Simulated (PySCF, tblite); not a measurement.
# C₅H₅F₂O₃ radical: geometry, infrared bands and EPR parameters

What infrared bands and EPR parameters should C₅H₅F₂O₃ radical (`O=C1[CH]O[C@@H](OC(F)F)C1`) show?

Programs: tblite 0.8.0 and PySCF 2.14.0, with density-fitted response routines of our own. Each step states its level of theory. These are calculated values for one molecule in the gas phase, unless marked as measured. Atoms count from 0, in the outputs and in this text.

### Step 1. Starting geometry

15 atoms, charge 0, multiplicity 2; geometry from: force field or distance geometry start.

Bonds of the start (Å): O0–C1 1.24, C1–C2 1.49, C2–O3 1.40, O3–C4 1.40, C4–O5 1.40, O5–C6 1.40, C6–F7 1.39, C6–F8 1.39, C4–C9 1.51, C9–C1 1.50, C2–H10 1.10, C4–H11 1.12, C6–H12 1.09, C9–H13 1.10, C9–H14 1.11.

### Step 2. Geometry optimisation with GFN2-xTB

Job settings and geometry (Å):

```
{"job": {"kind": "relax", "xc": "GFN2-xTB", "basis": "xTB"}, "charge": 0, "multiplicity": 2}
O      2.558500    -0.284700     1.375500
C      1.814400    -0.250900     0.389600
C      1.575500    -1.353600    -0.584100
O      0.601000    -0.867700    -1.469200
C     -0.128600     0.111600    -0.793800
O     -0.944300    -0.430800     0.203600
C     -2.268100    -0.029200     0.017100
F     -2.610300     0.713400     1.138200
F     -3.105300    -1.117300    -0.181500
C      0.960800     0.884000    -0.086400
H      2.480400    -1.702700    -1.095600
H     -0.710800     0.730700    -1.517600
H     -2.292100     0.602700    -0.866900
H      1.487700     1.522500    -0.817800
H      0.576700     1.480300     0.761300
```

Run with:

```console
> OMP_NUM_THREADS=1 python probes_run.py task.json out
```

This one command runs all jobs of the session in turn.

**Question.** This job is followed by: GFN2-xTB harmonic vibrations, gas phase; UKS B3LYP, pcH-1 on C F H O, non-relativistic, mean-field spin-orbit, GIAO. Predict these results of the whole session: strongest single infrared mode (GFN2-xTB); zero-point energy (GFN2-xTB); g(iso) (B3LYP); ⟨S²⟩; largest a(iso); potential on the surface of density 0.002 e/bohr³, 1st and 99th percentile.

The runs gave:

| quantity | value |
| --- | --- |
| strongest single infrared mode (GFN2-xTB) | 1116 cm⁻¹, 321 km/mol |
| zero-point energy (GFN2-xTB) | 61.5 kcal/mol |
| g(iso) (B3LYP) | 2.00509 |
| ⟨S²⟩ | 0.760 (exact 0.75) |
| largest a(iso) | 13C on C2, 50.1 MHz |
| potential on the surface of density 0.002 e/bohr³, 1st and 99th percentile | -1.62 V and 1.58 V |

The optimisation took 136 steps and gained 1.279 eV; among the close pairs (by a distance rule), C1–C2 changed most, from 1.490 to 1.419 Å. All 39 modes are real, so the xTB geometry is a minimum. The strongest single mode, at 1116 cm⁻¹, moves mainly C6 and F8. Unscaled tight-binding wavenumbers are off by several per cent, some by more. Its intensities can rank the bands wrongly. The largest share of the spin, 0.63 e, sits on C2. The isotropic g lies 2.8 ppt above the free-electron value. The conformer search found further structures of the same energy, which may be mirror or relabelled copies of this one.
